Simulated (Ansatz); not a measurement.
# Al2InN3: the cost of one run

Program: Ansatz 0.2.0. Level of theory: DFT PBE, scalar-relativistic, plane waves, PAW. These are calculated values, not measurements.

16 further runs of the same task are left out: 16 set aside as unsound or not needed.

### 1 The starting structure

Symmetry: Cmc2_1, No. 36, orthorhombic system. Conventional cell: a = 9.833 Å, b = 5.655 Å, c = 5.249 Å, α = 90.00°, β = 90.00°, γ = 90.00°. Around Al (site symmetry 1) lie 4 N at 1.90 to 1.92 Å. In (site symmetry m) is surrounded by 4 N at 2.18 to 2.20 Å. N (site symmetry 1) is surrounded by 3 Al at 1.90 to 1.92 Å and 1 In at 2.18 Å. N (site symmetry m) is surrounded by 2 Al at 1.91 Å and 2 In at 2.19 to 2.20 Å.

Coordinates:

```cif
data_structure
_symmetry_space_group_name_H-M 'Cmc2_1'
_symmetry_Int_Tables_number 36
_cell_length_a 9.8331
_cell_length_b 5.6551
_cell_length_c 5.2491
_cell_angle_alpha 90.000
_cell_angle_beta 90.000
_cell_angle_gamma 90.000
_cell_volume 291.89
loop_
_atom_site_label
_atom_site_type_symbol
_atom_site_symmetry_multiplicity
_atom_site_Wyckoff_symbol
_atom_site_fract_x
_atom_site_fract_y
_atom_site_fract_z
_atom_site_occupancy
Al1 Al 8 b 0.67165 0.66321 0.49174 1
In1 In 4 a 0.00000 0.67793 0.48699 1
N1 N 8 b 0.68519 0.64843 0.85570 1
N2 N 4 a 0.00000 0.70176 0.90613 1
```

It goes back to an entry of the Materials Project, which need not be the stable form.

This cell was relaxed beforehand with the same method: volume 12.16 Å³/atom, gap on the mesh 2.16 eV.

### 2 The scan

The energy is mapped over volume and the cell's shape.

The axes are (1) volume per atom: 7 values from 10.70 to 13.62 Å³; (2) stretch along b over the lengths across it, relative to the relaxed cell: 7 values from 0.923 to 1.083.

Nothing else is relaxed (fractional coordinates fixed). Energies count from the relaxed crystal. Points are written as (first, second).

### 3 Point (10.70 Å³, 1.083)

Contents of input.yaml:

```yaml
crystal:
  lattice:
    - [4.5872578728, -2.8584457181, 0.0]
    - [4.5872578728, 2.8584457181, 0.0]
    - [0.0, 0.0, 4.8974912838]
  atoms:
    - { symbol: Al, position: [0.0084427086, 0.3348641725, 0.9917411822] }
    - { symbol: Al, position: [0.6651358275, 0.9915572914, 0.9917411822] }
    - { symbol: Al, position: [0.9915572914, 0.6651358275, 0.4917411822] }
    - { symbol: Al, position: [0.3348641725, 0.0084427086, 0.4917411822] }
    - { symbol: In, position: [0.3220722962, 0.6779277038, 0.9869930315] }
    - { symbol: In, position: [0.6779277038, 0.3220722962, 0.4869930315] }
    - { symbol: "N", position: [0.0367610679, 0.3336262977, 0.355696391] }
    - { symbol: "N", position: [0.6663737023, 0.9632389321, 0.355696391] }
    - { symbol: "N", position: [0.9632389321, 0.6663737023, 0.855696391] }
    - { symbol: "N", position: [0.3336262977, 0.0367610679, 0.855696391] }
    - { symbol: "N", position: [0.2982358752, 0.7017641248, 0.4061317922] }
    - { symbol: "N", position: [0.7017641248, 0.2982358752, 0.9061317922] }
basis:
  ecutwfc: 520.0
kpoints:
  mp_grid: { grid: [6, 6, 6] }
hamiltonian:
  xc: pbe
  pseudopotentials: { kind: paw, azcp: { folder: soft_1 } }
scf:
  occupations: { method: gaussian, width: 0.05 }
output:
  forces: true
  stress: true
  eigenvalues: true
```

Launch:

```
$ ansatz run input.yaml --threads 4 --pin off --max-ram 8192MiB --backend cpu --events-out ev --progress --plain --runs-dir out
```

What time and memory should one allow on 4 threads of Arm Neoverse V1, shared host?

About 9.9 s, with a peak of 0.65 GiB.
